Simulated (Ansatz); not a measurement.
# WCl+ (quintet): the correlation ladder, def2-QZVPP

An exercise on one series of results from a longer session: the logs are not shown, and one member is left open.

Computed with Ansatz 0.2.0, Gaussian basis. Level: def2-QZVPP, core rule «outside noble gas», up to 9 orbitals frozen.

To be run: UHF; ROHF; CCSD(T) on UHF.

**The system**

The geometry is a PBE0/def2-TZVP stationary point (not a proven minimum) of the parent state, kept for this charge and spin. No spin-orbit coupling is included. Elements past krypton take def2 core potentials.

2 atoms, charge 1, spin multiplicity 5.

Atoms are counted from 1 here; the program's logs count them from 0.

Bond lengths: W1–Cl2 2.513 Å.

The first run:

File in.yaml:

```yaml
crystal:
  periodic: [false, false, false]
  atoms:
    - {symbol: W, position_ang: [0.000000, 0.000000, 0.000000]}
    - {symbol: Cl, position_ang: [0.000000, 0.000000, 2.513200]}
basis:
  gaussian: {orbitals: "def2-QZVPP.json"}
total_charge: 1
magnetization: {spin_polarized: true, initial_magnetization: 4}
hamiltonian: {xc: hf}
output: {orbitals: {seedname: orbitals}}
```

Started as:

```
> ansatz run in.yaml --threads 1 --pin off --events-out ev --progress --plain --max-ram 4096MiB --backend cpu
```

Among the steps run: UHF; ROHF; CCSD(T) on UHF.

One of the session's tables, all rows but one given; the rest of the session is left out.

It belongs to the step «Misses and costs». 

```
  method  from UCCSD(T) (meV)
    ROHF                    ?
     UHF              +8821.5
    UMP2              +1078.0
   UCCSD               +478.9
UCCSD(T)                    0
```

**Question.** Estimate the row for ROHF.

**Answer.** from UCCSD(T) (meV): +9066.6. In the column «from UCCSD(T) (meV)» it is the highest.
